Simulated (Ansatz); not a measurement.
# Sb2Br (element-swapped structure): how the settings move a single-point run

How sensitive is a single-point run of Sb2Br (element-swapped structure) to its settings? A reference run comes first, then four runs with altered input.

Method: reference: DFT r2SCAN, plane waves, PAW, scalar-relativistic, no spin polarisation, in Ansatz 0.2.0.

## (1) The system as given

The structure is monoclinic, space group C2/m (No. 12). Conventional cell: a = 14.959 Å, b = 6.065 Å, c = 7.634 Å, α = 90.00°, β = 115.10°, γ = 90.00°. Around Br (site symmetry m) lie 7 Sb at 3.81 to 4.15 Å. Around Sb (site symmetry m) lie 4 Br at 3.81 to 3.94 Å and 5 Sb at 3.94 to 4.16 Å. Sb (site symmetry m) is surrounded by 6 Sb at 3.68 to 4.16 Å and 3 Br at 4.11 to 4.15 Å.

Structure file:

```
Br Sb
1.0
     0.00000    6.06463    0.00000
     7.47935   -3.03231    0.00000
     3.23842    0.00000   -6.91327
Br Sb
2 4
Cartesian
  6.8003 3.0323 -4.3623
  3.9175 0.0000 -2.5510
  5.0674 0.0000 -6.1874
  5.6504 3.0323 -0.7259
  2.7652 3.0323 -5.1366
  7.9526 0.0000 -1.7767
```

## (2) Reference

input.yaml

```yaml
crystal:
  lattice:
    - [0.0, 6.064629, 0.0]
    - [7.479353, -3.032314, 0.0]
    - [3.238416, 0.0, -6.913271]
  atoms:
    - { symbol: Br, position: [0.818, 0.636, 0.631] }
    - { symbol: Br, position: [0.182, 0.364, 0.369] }
    - { symbol: Sb, position: [0.145, 0.29, 0.895] }
    - { symbol: Sb, position: [0.855, 0.71, 0.105] }
    - { symbol: Sb, position: [0.524, 0.048, 0.743] }
    - { symbol: Sb, position: [0.476, 0.952, 0.257] }
  symmetry: { tolerance: 0.0003 }
kpoints:
  mp_grid: { grid: [3, 3, 3], shift: [0, 0, 0] }
magnetization:
  spin_polarized: false
scf:
  occupations: { method: cold, width: 0.1739 }
hamiltonian:
  pseudopotentials: { kind: paw }
  xc: r2scan
basis:
  ecutwfc: 500
output:
  forces: true
  stress: true
  eigenvalues: true
  write_density: true
  write_potential: true
  elf: true
  volumetric_format: npy
```

Launch:

```bash
ansatz run input.yaml --threads 1 --pin off --max-ram 2560MiB --backend cpu --events-out ev --progress --plain --runs-dir out
```

## (3) Changing settings: mp_grid.grid [2, 2, 2], occupations.method gaussian, occupations.width 0.1

input.yaml, as its differences from that of step 2:

```diff
@@ -14,3 +14,3 @@
 kpoints:
-  mp_grid: { grid: [3, 3, 3], shift: [0, 0, 0] }
+  mp_grid: { grid: [2, 2, 2], shift: [0, 0, 0] }
 magnetization:
@@ -18,3 +18,3 @@
 scf:
-  occupations: { method: cold, width: 0.1739 }
+  occupations: { method: gaussian, width: 0.1 }
 hamiltonian:
@@ -28,5 +28 @@
   eigenvalues: true
-  write_density: true
-  write_potential: true
-  elf: true
-  volumetric_format: npy
```

## (4) Changed: symmetry.detect false, tolerance left out

input.yaml, as its differences from that of step 2:

```diff
@@ -12,3 +12,3 @@
     - { symbol: Sb, position: [0.476, 0.952, 0.257] }
-  symmetry: { tolerance: 0.0003 }
+  symmetry: { detect: false }
 kpoints:
@@ -28,5 +28 @@
   eigenvalues: true
-  write_density: true
-  write_potential: true
-  elf: true
-  volumetric_format: npy
```

## (5) Changed: mp_grid.grid [2, 2, 2], mixing.algorithm anderson, mixing.beta 0.9, mixing.ndim 2

input.yaml, as its differences from that of step 2:

```diff
@@ -14,3 +14,3 @@
 kpoints:
-  mp_grid: { grid: [3, 3, 3], shift: [0, 0, 0] }
+  mp_grid: { grid: [2, 2, 2], shift: [0, 0, 0] }
 magnetization:
@@ -19,2 +19,3 @@
   occupations: { method: cold, width: 0.1739 }
+  mixing: { algorithm: anderson, beta: 0.9, ndim: 2 }
 hamiltonian:
@@ -28,5 +29 @@
   eigenvalues: true
-  write_density: true
-  write_potential: true
-  elf: true
-  volumetric_format: npy
```

## (6) Changing settings: scf.algorithm direct_min, n_extra_bands 8

input.yaml, as its differences from that of step 2:

```diff
@@ -19,2 +19,4 @@
   occupations: { method: cold, width: 0.1739 }
+  algorithm: direct_min
+  n_extra_bands: 8
 hamiltonian:
@@ -28,5 +30 @@
   eigenvalues: true
-  write_density: true
-  write_potential: true
-  elf: true
-  volumetric_format: npy
```

What does the calculation give? Wanted: for each run, ending; energy change; pressure; gap; force.

The runs gave:

```tsv
run	ending	energy change	pressure (GPa)	gap (eV)	force (eV/Å)	cycles	time
reference	converged	0	-7.1	0.00	1.73	8	30 s
1: mp_grid.grid [2, 2, 2], occupations.method gaussian, occupations.width 0.1	converged	-0.2 meV/atom (σ→0)	-7.0	0.00	2.19	9	21 s
2: symmetry.detect false, tolerance left out	converged	0.0 meV/atom	-7.1	0.00	1.73	8	45 s
3: mp_grid.grid [2, 2, 2], mixing.algorithm anderson, mixing.beta 0.9, mixing.ndim 2	converged	-2.7 meV/atom	-7.0	0.00	2.16	10	20 s
4: scf.algorithm direct_min, n_extra_bands 8	converged	0.0 meV/atom	-7.1	0.00	1.73	13	2.5 min
```

Times don't compare one to one where runs were asked for different outputs or read a saved state (see the inputs); cycles may leave out searches for a lower state.

Residual by cycle in the longest SCF loop of each run; runs are numbered as in the table. The quantity is the density residual dr2, in eV.

```tsv
cycle	reference	run 1	run 2	run 3	run 4
1	0.363	0.451	0.362	0.415	0.352
2	0.0188	0.0496	0.0188	0.0279	0.038
3	0.00655	0.0104	0.00636	0.0108	0.00313
4	7.2e-4	5.0e-4	7.0e-4	4.8e-4	9.7e-4
5	7.1e-5	5.3e-5	6.9e-5	8.8e-5	2.2e-5
6	7.3e-6	7.6e-6	6.6e-6	3.6e-5	2.9e-7
8	3.1e-8	1.0e-7	3.2e-8	7.6e-7	9.2e-4
9	-	2.3e-8	-	1.6e-7	1.4e-4
10	-	-	-	9.5e-8	3.0e-5
11	-	-	-	-	7.7e-6
12	-	-	-	-	3.3e-7
13	-	-	-	-	2.9e-8
```

What this shows: Of the variants the dearest is «scf.algorithm direct_min, n_extra_bands 8» (2.5 min), the cheapest «mp_grid.grid [2, 2, 2], mixing.algorithm anderson, mixing.beta 0.9, mixing.ndim 2» (20 s), on a shared host.

The reference is no final answer either: its mesh is coarse for a cell with so small a gap or none; the cell is far from equilibrium (-7 GPa, forces up to 1.7 eV/Å), so its values aren't those of the relaxed material; the structure is made up and not relaxed.
